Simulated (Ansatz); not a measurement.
**U-wB97X/6-311+G(d,p) run of AlClOF (SMILES [O][Al]([F])[Cl])**

Aim: the vertical doublet–quartet gap of AlClOF at U-wB97X/6-311+G**, from 2 runs. 

The results are computed with Ansatz 0.2.0.

70 further runs of the same task are left out: 2 that didn't finish, 68 set aside as unsound or not needed. Runs told in other sessions of the task aren't counted.

**1. The system as given**

AlClOF: 4 atoms, total charge 0, spin state doublet. SMILES: `[O][Al]([F])[Cl]`. The coordinates come from a PBE0-D4/def2-TZVP relaxation.

Bond lengths: O1–Al2 1.724 Å, Al2–F3 1.632 Å, Al2–Cl4 2.063 Å. Angles: O1–Al2–F3 118.6°, O1–Al2–Cl4 118.4°, F3–Al2–Cl4 122.9°.

**2. The energy at U-wB97X/6-311+G(d,p)**

Contents of job.yaml:

```yaml
crystal:
  periodic: [false, false, false]
  atoms:
    - symbol: O
      position_ang: [0.993300, 0.591700, 1.294800]
    - symbol: Al
      position_ang: [0.061900, -0.095200, 0.016700]
    - symbol: F
      position_ang: [0.278100, -1.671200, -0.348900]
    - symbol: Cl
      position_ang: [-1.277700, 1.114400, -0.982900]
basis:
  gaussian:
    orbitals: 6-311+G_st__st_-spherical.json
total_charge: 0
magnetization:
  spin_polarized: true
  initial_magnetization: 1
hamiltonian:
  xc: {name: wB97X}
accuracy: high
output:
  orbitals: {seedname: orbitals}
```

The basis set 6-311+G** is read from a file made from the Basis Set Exchange's data (not shown).

On the command line:

```sh
ansatz run job.yaml --threads 1 --pin off --max-ram 3480MiB --events-out events.jsonl --progress --plain --runs-dir runs
```

Standard output:

```text
Warning: RAYON_NUM_THREADS=1 ignored (pool sized by the plan → 1); use --threads N
Functional definition: wB97X
  name "wB97X"
  parameter omega = 0.3/bohr
  parameter cx = 0.157706
  parameter cx1 = 0.726479
  parameter cx2 = 1.04760
  parameter cx3 = -5.70635
  parameter cx4 = 13.2794
  parameter css1 = -4.33879
  parameter css2 = 18.2308
  parameter css3 = -31.7430
  parameter css4 = 17.2901
  parameter cos1 = 2.37031
  parameter cos2 = -11.3995
  parameter cos3 = 6.58405
  parameter cos4 = -3.78132
  exchange = spin_sum(e_x_unif_sr(omega)*poly(b97_u_x, 1 - cx, cx1, cx2, cx3, cx4)) + cx*exact_x_sr(omega)
      + exact_x_lr(omega)
  correlation = spin_sum(e_c_pw_same_spin*poly(b97_u_same, 1, css1, css2, css3, css4))
      + integral(e_c_pw_opposite_spin*poly(b97_u_opposite, 1, cos1, cos2, cos3, cos4))
1717 factors; integrals over basis functions are off by at most 4.5e-9 eV
386 factors; integrals over basis functions are off by at most 1.5e-9 eV
mean field evaluation 1: about -23871.3044 eV, gradient 5.6e1 eV
mean field evaluation 2: about -23807.0179 eV, gradient 1.2e2 eV
mean field evaluation 4: about -23885.2681 eV, gradient 1.6e1 eV
mean field evaluation 8: about -23886.6863 eV, gradient 8.8e-1 eV
mean field evaluation 16: about -23886.7504 eV, gradient 4.4e-2 eV
mean field evaluation 32: about -23886.7506 eV, gradient 5.6e-5 eV
mean field -23886.75059919 eV, -877.8218934992 hartree, gradient 5.8e-8 eV, S^2 0.753645; 4 other end points of the search recorded, 0 dependent functions left out
reference -23886.75059263 eV, -877.8218932581 hartree; 24, 23 occupied and 80, 81 virtual orbitals, 1717 factors
Total energy: -23886.75059263 eV, -877.8218932581 hartree
```

Wall time 2.9 min (1 thread of Arm Neoverse V1, shared host); peak memory 0.87 GiB.

**3. The quartet**

Contents of in.yaml:

```yaml
crystal:
  periodic: [false, false, false]
  atoms:
    - symbol: O
      position_ang: [0.993300, 0.591700, 1.294800]
    - symbol: Al
      position_ang: [0.061900, -0.095200, 0.016700]
    - symbol: F
      position_ang: [0.278100, -1.671200, -0.348900]
    - symbol: Cl
      position_ang: [-1.277700, 1.114400, -0.982900]
basis:
  gaussian:
    orbitals: 6-311+G_st__st_-spherical.json
accuracy: high
magnetization:
  spin_polarized: true
  initial_magnetization: 3
output:
  orbitals: {seedname: orbitals}
hamiltonian:
  xc: {name: wB97X}
```

The basis set 6-311+G** is read from a file made from the Basis Set Exchange's data (not shown).

On the command line:

```sh
ansatz run in.yaml --threads 1 --pin off --max-ram 3480MiB --events-out events.jsonl --progress --plain --runs-dir runs
```

Standard output (excerpt; [...] marks lines left out):

```text
Warning: RAYON_NUM_THREADS=1 ignored (pool sized by the plan → 1); use --threads N
[... 2 set-up lines as earlier in the session ...]
[...]
      + exact_x_lr(omega)
[...]
      + integral(e_c_pw_opposite_spin*poly(b97_u_opposite, 1, cos1, cos2, cos3, cos4))
1717 factors; integrals over basis functions are off by at most 4.5e-9 eV
386 factors; integrals over basis functions are off by at most 1.5e-9 eV
[...]
mean field -23879.75131755 eV, -877.5646746432 hartree, gradient 9.6e-8 eV, S^2 3.764306; 6 other end points of the search recorded, 0 dependent functions left out
reference -23879.75131615 eV, -877.5646745916 hartree; 25, 22 occupied and 79, 82 virtual orbitals, 1717 factors
Total energy: -23879.75131615 eV, -877.5646745916 hartree
```

It took 2.7 min on 1 thread of Arm Neoverse V1, shared host; peak memory 0.86 GiB.

**4. Outcome**

Level: U-wB97X/6-311+G**.

| quantity | value |
| --- | --- |
| doublet: total energy | -877.82189 Eh |
| doublet: HOMO energy (highest over α and β) | -12.33 eV |
| doublet: LUMO energy (lowest over α and β) | -2.86 eV |
| doublet: ⟨S²⟩ | 0.754 |
| quartet: total energy | -877.56467 Eh |
| quartet: HOMO energy (highest over α and β) | -5.63 eV |
| quartet: ⟨S²⟩ | 3.764 |
| vertical energy of the quartet above the doublet | 6.999 eV |

In words: At this shape the quartet lies 7.00 eV (161 kcal/mol) above the doublet.
